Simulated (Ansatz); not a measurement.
**CH₇SbSi₂: up Jacob's ladder to CCSD(T)**

One table from this session's results is given with a row withheld; the runs are named, their logs left out.

Computed with Ansatz 0.2.0, Gaussian basis. Level: functionals in def2-TZVPP, the program's frozen cores in correlated methods.

Levels to be run: LDA (SPW92), PBE-D4, revPBE-D4, BLYP-D4, r2SCAN-D4, B97M-V, PBE0-D4, B3LYP-D4, r2SCANh-D4, r2SCAN0-D4, HSE06-D4, BHLYP-D4, CAM-B3LYP-D4, LC-ωPBE, ωB97X-V, ωB97M-V, B2PLYP, PBE-QIDH; CCSD(T)/def2-SVP; CCSD(T)/def2-TZVPP; MP2/def2-QZVPP; extrapolation to the limit; RPA on PBE.

### The geometry

All runs share one geometry, relaxed beforehand with PBE0-D4 in a triple-zeta def2 set. Sb takes the def2 core potential; no spin-orbit term is included.

SMILES `[SiH3][SiH]1[CH2][SbH]1`, 11 atoms, charge 0, spin multiplicity 1.

Atoms are counted from 1 here; the program's logs count them from 0.

Bond lengths: Si1–Si2 2.319 Å, Si1–H5 1.487 Å, Si1–H6 1.489 Å, Si1–H7 1.486 Å, Si2–C3 1.851 Å, Si2–Sb4 2.523 Å, Si2–H8 1.485 Å, C3–Sb4 2.240 Å, C3–H9 1.085 Å, C3–H10 1.086 Å, Sb4–H11 1.713 Å. Angles: Si2–Si1–H5 107.4°, Si2–Si1–H6 112.1°, Si2–Si1–H7 110.3°, H5–Si1–H6 109.0°, H5–Si1–H7 109.5°, H6–Si1–H7 108.6°, Si1–Si2–C3 118.1°, Si1–Si2–Sb4 118.2°, Si1–Si2–H8 117.7°, C3–Si2–Sb4 59.2°, C3–Si2–H8 114.8°, Sb4–Si2–H8 115.8°, Si2–C3–Sb4 75.5°, Si2–C3–H9 120.3°, Si2–C3–H10 118.1°, Sb4–C3–H9 113.0°, Sb4–C3–H10 111.0°, H9–C3–H10 112.8° and more.

The first run:

Input file in.yaml:

```yaml
crystal:
  periodic: [false, false, false]
  atoms:
    - {symbol: Si, position_ang: [-1.379469, 1.253944, -0.316879]}
    - {symbol: Si, position_ang: [-0.130025, -0.306551, 0.859266]}
    - {symbol: C, position_ang: [1.642782, -0.541607, 0.380934]}
    - {symbol: Sb, position_ang: [0.614873, -2.392763, -0.349091]}
    - {symbol: H, position_ang: [-0.859341, 1.281497, -1.709213]}
    - {symbol: H, position_ang: [-1.267242, 2.617740, 0.270453]}
    - {symbol: H, position_ang: [-2.812876, 0.861644, -0.330965]}
    - {symbol: H, position_ang: [-0.409235, -0.464665, 2.309039]}
    - {symbol: H, position_ang: [2.076771, 0.046703, -0.420354]}
    - {symbol: H, position_ang: [2.357200, -0.775675, 1.165037]}
    - {symbol: H, position_ang: [0.231863, -1.637266, -1.837526]}
basis:
  gaussian: {orbitals: def2-TZVPP}
hamiltonian: {xc: lda}
output: {orbitals: {seedname: orbitals}}
```

Among the steps run: LDA; PBE-D4 (GGA); revPBE-D4 (GGA); BLYP-D4 (GGA); r2SCAN-D4 (meta-GGA); B97M-V (meta-GGA); PBE0-D4 (hybrid); B3LYP-D4 (hybrid); r2SCANh-D4 (hybrid); r2SCAN0-D4 (hybrid); HSE06-D4 (hybrid); BHLYP-D4 (hybrid); CAM-B3LYP-D4 (range-separated); LC-ωPBE (range-separated); ωB97X-V (range-separated); ωB97M-V (range-separated); B2PLYP (double hybrid); PBE-QIDH (double hybrid).

One of the session's tables, all rows but one given; the rest of the session is left out.

It belongs to the step «Orbital energies across the functionals». 

```
  functional  HOMO (eV)  gap (eV)
 LDA (SPW92)      -5.74      3.86
      PBE-D4      -5.60      3.90
   revPBE-D4      -5.55      3.91
     BLYP-D4      -5.41      3.85
   r2SCAN-D4      -5.81      4.26
      B97M-V      -5.79      4.17
     PBE0-D4      -6.48      5.48
    B3LYP-D4      -6.28      5.12
  r2SCANh-D4          ?         ?
  r2SCAN0-D4      -6.62      5.70
    HSE06-D4      -6.11      4.75
    BHLYP-D4      -7.20      7.02
CAM-B3LYP-D4      -7.57      7.53
     LC-ωPBE      -8.77      9.67
     ωB97X-V      -8.49      9.34
     ωB97M-V      -8.35      8.98
```

Q: Estimate the row for r2SCANh-D4 from the others.

Worked estimate for «HOMO (eV)». Against the share of exact exchange, r2SCAN-D4 (0, -5.81), r2SCAN0-D4 (0.25, -6.62) give a slope of -3.24 per unit share; at 0.1 the line stands at -6.13.

As computed: HOMO (eV): -6.13; gap (eV): 4.84. In «HOMO (eV)» the line misses by 0.00.
